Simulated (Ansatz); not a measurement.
Task: a band structure of NaLaZrSnO₆, space group F-43m, with Ansatz 0.2.0 through its Python package. Give the script and its output. Use: PBE, PAW, the default cutoff (420 eV here), 4×4×4 k-points, fixed occupations.

Input file `nalazrsno6.extxyz`:
```text
10
Lattice="0.0 4.11675183 4.11675183 4.11675183 0.0 4.11675183 4.11675183 4.11675183 0.0" Properties=species:S:1:pos:R:3 pbc="T T T"
Na    6.17512775    6.17512775    6.17512775
La    2.05837592    2.05837592    2.05837592
Zr    4.11675183    4.11675183    4.11675183
Sn    0.00000000    0.00000000    0.00000000
O     2.03981669    4.11675183    4.11675183
O     6.19368697    4.11675183    4.11675183
O     4.11675183    4.11675183    6.19368697
O     4.11675183    4.11675183    2.03981669
O     4.11675183    2.03981669    4.11675183
O     4.11675183    6.19368697    4.11675183
```

`nalazrsno6.py`:
```python
"""Bands of NaLaZrSnO6 along a path through the zone."""

from pathlib import Path

import ansatz as az
from ase.io.cube import read_cube_data
from ase.units import Bohr
import numpy as np

crystal = az.Crystal.from_extxyz("nalazrsno6.extxyz")

# high-symmetry points in fractions of the reciprocal vectors
path = [
    ("K", (-0.375, 0.0, 0.375)),
    ("G", (0.0, 0.0, 0.0)),
    ("L", (0.0, 0.0, 0.5)),
    ("W", (-0.5, -0.25, 0.25)),
    ("X", (-0.5, -0.5, 0.0)),
]
model = (
    crystal.calculation()
    .functional("PBE")
    .kpoints(spacing=0.4)  # the mesh must be finer for metals
    .occupations("fixed")  # whole-number filling, right only where there is a gap
    .band_structure([point for _, point in path], intervals=8)
    .scf(extra_bands=8)
    .band_table()
    .density()  # keep the density on its grid
    .output_files(volumetric_format="cube")
)
res = model.run(threads=1)
summary = res.report

print("%-22s %14.5f eV" % ("F = E - TS", summary["free_energy_ev"]))
print("%-22s %14.5f eV" % ("E", summary["internal_energy_ev"]))
print("%-22s %14.5f eV" % ("Harris-Foulkes", summary["harris_foulkes_ev"]))
print("%-22s %14.5f eV" % ("Fermi level", summary["fermi_energy_ev"]))

# direct or indirect, as far as the mesh can tell
levels = np.array(summary["eigenvalues_ev"])
filled = round(summary["n_electrons"] / 2)
top, bottom = levels[:, filled - 1], levels[:, filled]
print("top of band", filled, "at k =", summary["kpoints_frac"][top.argmax()], f"{top.max():.4f} eV")
print("bottom of band", filled + 1, "at k =", summary["kpoints_frac"][bottom.argmin()], f"{bottom.min():.4f} eV")
print(f"gap by band count {bottom.min() - top.max():.3f} eV, least direct gap {(bottom - top).min():.3f} eV")

# cube files hold the density in electrons per cubic bohr
folder = Path(res.write_results("cubes"))
print("\n".join((folder / "rho.cube").read_text().splitlines()[: 6 + 6]))
values, cube_atoms = read_cube_data(str(folder / "rho.cube"))
print("electrons from the file:", round(values.mean() * cube_atoms.get_volume() / Bohr ** 3, 3))

bands = res.band_structure()
fermi = bands.fermi_energy_ev
print(f"zero of the bands: {fermi:.3f} eV, the Fermi level found on the SCF mesh")
for spin, channel in enumerate(bands.channels):
    print("channel", spin, "- computed levels within 8 eV of the Fermi level")
    for i, (label, _) in enumerate(path):
        levels = channel.eigenvalues_ev[i * 8] - fermi
        print(f"  {label:3s}", " ".join(f"{e:7.3f}" for e in levels if abs(e) < 8))
```

Running `python nalazrsno6.py` prints:
```text
DeckWarning: basis.ecutwfc = 420 eV, auto-derived from the records' recommended cutoffs: set by Na (normal level)
F = E - TS               -21359.67757 eV
E                        -21359.67757 eV
Harris-Foulkes           -21359.67757 eV
Fermi level                   8.49733 eV
top of band 41 at k = [0.0, 0.0, 0.0] 8.4973 eV
bottom of band 42 at k = [0.0, -0.5, -0.5] 11.2152 eV
gap by band count 2.718 eV, least direct gap 2.738 eV
ansatz rho
values in e/bohr^3 (x slowest, z fastest)
   10    0.000000    0.000000    0.000000
   40    0.000000    0.194488    0.194488
   40    0.194488    0.000000    0.194488
   40    0.194488    0.194488    0.000000
   11   11.000000   11.669300   11.669300   11.669300
   57   57.000000    3.889767    3.889767    3.889767
   40   40.000000    7.779533    7.779533    7.779533
   50   50.000000    0.000000    0.000000    0.000000
    8    8.000000    3.854695    7.779533    7.779533
    8    8.000000   11.704372    7.779533    7.779533
electrons from the file: 82.0
zero of the bands: 8.497 eV, the Fermi level found on the SCF mesh
channel 0 - computed levels within 8 eV of the Fermi level
  K    -6.453  -3.960  -3.894  -3.415  -3.247  -2.563  -2.440  -2.167  -2.101  -1.891  -1.589  -1.580  -1.452  -1.366  -1.067  -1.026  -0.715  -0.201   2.728   2.800   2.805   2.807   2.843   2.879   2.950   4.605
  G    -6.685  -3.365  -3.365  -3.365  -3.031  -3.031  -3.031  -2.509  -2.509  -1.210  -1.210  -1.210  -0.776  -0.776  -0.776   0.000   0.000   0.000   2.825   2.859   2.859   2.859   3.080   3.080   3.080   3.746
  L    -5.709  -4.442  -4.327  -4.327  -2.863  -2.773  -2.773  -2.403  -2.058  -2.058  -1.322  -1.322  -0.957  -0.798  -0.798  -0.416  -0.416  -0.310   2.736   2.807   2.807   2.849   2.873   2.873   3.079   4.196
  W    -6.427  -4.344  -3.522  -3.490  -2.906  -2.782  -2.396  -2.353  -1.947  -1.829  -1.726  -1.655  -1.429  -1.195  -1.126  -1.109  -0.710  -0.309   2.732   2.798   2.799   2.815   2.862   2.870   2.911   4.860
  X    -6.707  -3.700  -3.379  -3.379  -3.044  -2.524  -2.324  -2.324  -2.262  -1.914  -1.773  -1.549  -1.549  -1.484  -1.484  -0.866  -0.866  -0.020   2.718   2.790   2.801   2.801   2.829   2.939   2.939   4.492
```
(Warnings from the package without file and line.)

Reading the output:
- Total energies depend on the potentials; only differences at equal settings carry meaning. A total without «per atom» is that of the cell as typed.
- The run is spin-unpolarised.
- Semilocal gaps usually lie well under measured ones.
- The computed bands are complete only to about 3.7 eV above the Fermi level.
- The Fermi level of a run with fixed occupations marks the highest occupied state on its mesh, not mid-gap.
- An absolute Fermi energy rests on an arbitrary zero of the periodic potential and has no direct meaning.
- Semilocal functionals put the empty 4f levels of La too low, which can move the conduction edge.
- Densities and potentials on the grid are those of the valence electrons, and inside the cores they hang on the potentials used.
- The structure comes from a database of computed cells and needn't be a stable or known phase.
- Gaps and levels are Kohn-Sham values on a finite set of k-points, without spin-orbit coupling.
- Hardware and time: 18 s on 1 thread of Arm Neoverse V1, with other jobs on the host, peak memory 0.56 GiB.

(Lines on the test bed's own set-up are left out of the output.)
